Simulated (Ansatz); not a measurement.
# Pt: the cost of one run

Program: Ansatz 0.2.0. Level of theory: DFT PBEsol, scalar-relativistic, plane waves, PAW. These are calculated values, not measurements.

## 1. The system as given

Symmetry: P6_3/mmc, No. 194, hexagonal system. Conventional cell: a = 2.761 Å, b = 2.761 Å, c = 4.792 Å, α = 90.00°, β = 90.00°, γ = 120.00°. Pt (site symmetry -6m2) is surrounded by 12 Pt at 2.76 to 2.88 Å.

Coordinates:

```
CELL_PARAMETERS angstrom
2.76067 0.00000 0.00000
-1.38033 2.39081 0.00000
0.00000 0.00000 4.79213
ATOMIC_POSITIONS crystal
Pt 0.66667 0.33333 0.75000
Pt 0.33333 0.66667 0.25000
```

It goes back to an entry of the Materials Project, which need not be the stable form.

The cell is taken as given, not relaxed at this level.

## 2. The reference cell

The reference gives a free energy of -24767.4857 eV, pressure -10.81 GPa, largest force 0.000 eV/Å and gap on the mesh none (metal). It was computed beforehand with the settings of the runs below.

## 3. The scan: a strain scan

The cell is strained by ε times the Voigt pattern (1, 0, 0, 0, 0, 0) (xx, yy, zz, yz, xz, xy; engineering shear), with fractional coordinates fixed (clamped ions). The stress on the pattern is the sum of the stress components weighted by it, tension positive.

## 4. At ε = -0.1500

input.yaml reads:

```yaml
crystal:
  lattice:
    - [2.3465657734, 0.0, 0.0]
    - [-1.1732828867, 2.3908065546, 0.0]
    - [0.0, 0.0, 4.792134]
  atoms:
    - { symbol: Pt, position: [0.6666666667, 0.3333333333, 0.75] }
    - { symbol: Pt, position: [0.3333333333, 0.6666666667, 0.25] }
basis:
  ecutwfc: 420
kpoints:
  mp_grid: { grid: [18, 18, 10] }
hamiltonian:
  xc: pbesol
scf:
  occupations: { method: gaussian, width: 0.15 }
output:
  forces: true
  stress: true
  eigenvalues: true
```

On the command line:

```sh
$ ansatz run input.yaml --threads 1 --pin off --max-ram 2560MiB --backend cpu --events-out ev --progress --plain --runs-dir out
```

What time and memory should one allow on 1 thread of Intel Xeon at 2.70GHz, shared host?

About 11 s, with a peak of 0.53 GiB.
